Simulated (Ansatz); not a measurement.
Mn₃CuN, space group Pm-3m, a frozen displacement of one atom

Computed with Ansatz 0.2.0, Python API.

Notebook, run cell by cell (the value of a cell's last expression is shown):

**Cell 1**
```python
import warnings

import ansatz
import numpy as np
```

**Cell 2**
```python
XC = "pbesol"
SCF_TOL = 1e-09
KGRID = (6, 6, 6)
FILLING = "fermi_dirac"

warnings.simplefilter("ignore", ansatz.DeckWarning)
```

**Cell 3**
```python
lattice = ansatz.Lattice.of(
    (3.828847, 0.0, 0.0),
    (0.0, 3.828847, 0.0),
    (0.0, 0.0, 3.828847),
)
sites = [
    ("Mn", (0.0, 0.5, 0.5)),
    ("Mn", (0.5, 0.5, 0.0)),
    ("Mn", (0.5, 0.0, 0.5)),
    ("Cu", (0.0, 0.0, 0.0)),
    ("N", (0.5, 0.5, 0.5)),
]
mn3cun = ansatz.Crystal(lattice=lattice)
for symbol, position in sites:
    mn3cun = mn3cun.atom(symbol, position)
mn3cun = mn3cun.moments(Mn=4)
```

**Cell 4**
```python
[site.symbol for site in mn3cun.resolved().sites]
```
Output:
```text
['Mn', 'Mn', 'Mn', 'Cu', 'N']
```

**Cell 5**
```python
inverse = np.linalg.inv(np.array(mn3cun.lattice.vectors))
home = np.array(mn3cun.sites[0].position)
values = np.linspace(-0.02, 0.02, 5)
energies, pulls = [], []
for shift in values:
    moved = mn3cun.move(0, to=home + shift * inverse[2])
    calculation = (
        moved.calculation()
        .functional(XC)
        .scf(tolerance=SCF_TOL)
        .pseudopotentials("paw")
        .spin("collinear")
        .kpoints(*KGRID)
        .occupations(FILLING)
        .hubbard("Mn", "d", u=2.9, j=0.9)
        .forces()
    )
    rep = calculation.run(threads=1).report
    energies.append(rep["free_energy_ev"])
    pulls.append(rep["forces_ev_ang"][0][2])
```

**Cell 6**
```python
# the force is minus the slope of the free energy
print("shift (A)   dE (eV)   force along z (eV/A)")
for shift, e, f in zip(values, energies, pulls):
    print(f"{shift:8.3f} {e - energies[2]:10.5f} {f:12.4f}")
print(f"stiffness from energies {2 * np.polyfit(values, energies, 2)[0]:.3f}, from forces {-np.polyfit(values, pulls, 1)[0]:.3f} eV/A^2")
```
Output:
```text
shift (A)   dE (eV)   force along z (eV/A)
  -0.020    0.00154       0.1544
  -0.010    0.00039       0.0772
   0.000    0.00000      -0.0000
   0.010    0.00039      -0.0772
   0.020    0.00154      -0.1544
stiffness from energies 7.718, from forces 7.719 eV/A^2
```

The curvature of the energy gives 7.718 eV/Å² and the slope of the force 7.719 eV/Å², a positive curvature.

What to keep in mind:
- Other magnetic orders than the one started from may lie lower.
- The mesh is modest for a metal, so energies can be off by several to tens of meV an atom and pressures by half a GPa or more; differences at equal mesh fare better.
- In a metal a curvature from energy changes of a few meV or less hangs on mesh and smearing, in size and even in sign.
- This cell is a computed structure, which may not be the phase found in nature.
- All periodic images of the atom move with it, so the curvature is one diagonal element of the zone-centre force constants and no normal mode; a positive value doesn't exclude soft modes in which several atoms move.
- The script silences the warnings on its input, which a real study should read.
- Wall time of the script: 74 s on 1 thread of AMD EPYC 9R45 96-Core Processor (Zen 5) (shared host), peak memory 0.7 GiB.
